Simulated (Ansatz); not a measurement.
# FGaGeH5N: how energies converge with the basis set

How large a basis does FGaGeH5N need? Two functionals are run in growing sets.

Computed with Ansatz 0.2.0, Gaussian basis. Level: one geometry, several basis sets.

The runs, in order: PBE0-D4/def2-SVP; ωB97M-V/def2-SVP; PBE0-D4/def2-QZVPP; ωB97M-V/def2-QZVPP; the functionals' def2-TZVPP values are taken from earlier runs.

### Step 1. The geometry

The geometry comes from an earlier relaxation with PBE0-D4 in a triple-zeta def2 set; it is a stationary point, not always the lowest conformer.

9 atoms, charge 0, spin multiplicity 1.

Atoms are counted from 1 here; the program's logs count them from 0.

Bond lengths: N1–Ga2 1.805 Å, N1–H5 1.005 Å, N1–H6 1.006 Å, Ga2–F3 1.765 Å, Ga2–Ge4 2.417 Å, Ge4–H7 1.536 Å, Ge4–H8 1.536 Å, Ge4–H9 1.537 Å. Angles: Ga2–N1–H5 124.6°, Ga2–N1–H6 122.7°, H5–N1–H6 112.7°, N1–Ga2–F3 111.2°, N1–Ga2–Ge4 130.0°, F3–Ga2–Ge4 118.7°, Ga2–Ge4–H7 110.2°, Ga2–Ge4–H8 110.2°, Ga2–Ge4–H9 110.7°, H7–Ge4–H8 108.6°, H7–Ge4–H9 108.6°, H8–Ge4–H9 108.6°.

### Step 2. PBE0-D4 in def2-SVP

in.yaml reads:

```yaml
crystal:
  periodic: [false, false, false]
  atoms:
    - {symbol: N, position_ang: [0.548807, 1.933127, -0.617231]}
    - {symbol: Ga, position_ang: [0.714576, 0.162071, -0.312195]}
    - {symbol: F, position_ang: [2.302922, -0.426286, -0.809840]}
    - {symbol: Ge, position_ang: [-0.862881, -1.407380, 0.631595]}
    - {symbol: H, position_ang: [-0.272467, 2.473160, -0.408287]}
    - {symbol: H, position_ang: [1.286264, 2.486911, -1.019734]}
    - {symbol: H, position_ang: [-1.177334, -2.516450, -0.383270]}
    - {symbol: H, position_ang: [-0.276519, -2.052436, 1.896040]}
    - {symbol: H, position_ang: [-2.174970, -0.699017, 1.005821]}
basis:
  gaussian: {orbitals: def2-SVP}
hamiltonian: {xc: pbe0, dispersion: d4}
output: {orbitals: {seedname: orbitals}}
```

Command:

```console
> ansatz run in.yaml --threads 4 --pin off --events-out ev --progress --plain --max-ram 10444MiB
```

Further steps of the session: ωB97M-V in def2-SVP; PBE0-D4 in def2-QZVPP; ωB97M-V in def2-QZVPP.

**Question.** What will the summary of the whole plan be? Wanted: PBE0-D4: double and triple zeta above quadruple; ωB97M-V: double and triple zeta above quadruple.

The runs gave:

| quantity | value |
| --- | --- |
| PBE0-D4: double and triple zeta above quadruple | 21.85, 2.68 eV |
| ωB97M-V: double and triple zeta above quadruple | 21.87, 2.60 eV |

What this shows: PBE0-D4 gains 19.16 eV from double to triple zeta, then 2.68 eV more. Total energies overstate the basis error of differences, where much of it tends to cancel.
